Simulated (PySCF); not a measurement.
# Cl3H3NPb (Pb(Cl)3(NH3)+): the cost of one run

Method: several levels, as the steps say, no spin–orbit coupling; program: PySCF 2.14.0.

1 further run of the same task is left out (for a known fault of the program).

**1. Starting geometry**

8 atoms, charge 1, spin multiplicity 1.

Bond lengths: Pb1–Cl2 2.382 Å, Pb1–Cl3 2.382 Å, Pb1–Cl4 2.382 Å, Pb1–N5 2.354 Å, N5–H6 1.026 Å, N5–H7 1.026 Å, N5–H8 1.026 Å. Angles: Cl2–Pb1–Cl3 117.7°, Cl2–Pb1–Cl4 117.7°, Cl2–Pb1–N5 98.8°, Cl3–Pb1–Cl4 117.7°, Cl3–Pb1–N5 98.8°, Cl4–Pb1–N5 98.8°, Pb1–N5–H6 111.1°, Pb1–N5–H7 111.1°, Pb1–N5–H8 111.1°, H6–N5–H7 107.8°, H6–N5–H8 107.8°, H7–N5–H8 107.8°.

Geometry (Å):

```
Pb    0.0022   -0.0022    0.0022
Cl    1.3385    1.6983    1.0003
Cl   -1.6983   -1.0003    1.3385
Cl    1.0003   -1.3385   -1.6983
N    -1.3566    1.3566   -1.3566
H    -2.3385    1.3104   -1.0615
H    -1.0615    2.3385   -1.3104
H    -1.3104    1.0615   -2.3385
```

Formal oxidation states: Pb +4. An earlier session relaxed this geometry at PBE0, Pb def2-SVP with ECP60, Cl def2-SVP, N def2-SVP, H def2-SVP (singlet, point group C3).

At PBE0 on the finer grid: E = -1628.854266 Eh, HOMO -13.95 eV, LUMO -9.42 eV, Mulliken charge on Pb1 +0.94 e, largest force component 0.008 eV/Å. 

Levels to run: HF; wB97X. Hardware: 2 threads of Intel Xeon Platinum 8259CL at 2.50GHz (Skylake/Cascade Lake), shared host.

**2. HF**

File run.py (the lines that set the calculation):

```python
mol = gto.M(atom='''
Pb     0.00221    -0.00221     0.00221
Cl     1.33850     1.69826     1.00033
Cl    -1.69826    -1.00033     1.33850
Cl     1.00033    -1.33850    -1.69826
N     -1.35663     1.35663    -1.35663
H     -2.33846     1.31041    -1.06147
H     -1.06147     2.33846    -1.31041
H     -1.31041     1.06147    -2.33846''',
    basis={'Pb': 'def2-SVP', 'Cl': 'def2-SVP', 'N': 'def2-SVP', 'H': 'def2-SVP'},
    ecp={'Pb': 'def2-SVP'},
    charge=1, spin=0)
mf = scf.RHF(mol)
mf = mf.density_fit()  # fitting sets: Pb def2-universal-JKFIT, Cl def2-universal-JKFIT, N def2-universal-JKFIT, H def2-universal-JKFIT
mf.conv_tol = 1e-08; mf.max_cycle = 55
mf.kernel(dm0)  # dm0: the density of the relaxed state
```

The run is started by

```sh
> OMP_NUM_THREADS=2 python run.py
```

**Question.** How long does this run take on 2 threads of Intel Xeon Platinum 8259CL at 2.50GHz (Skylake/Cascade Lake), shared host?

About 4.3 s.
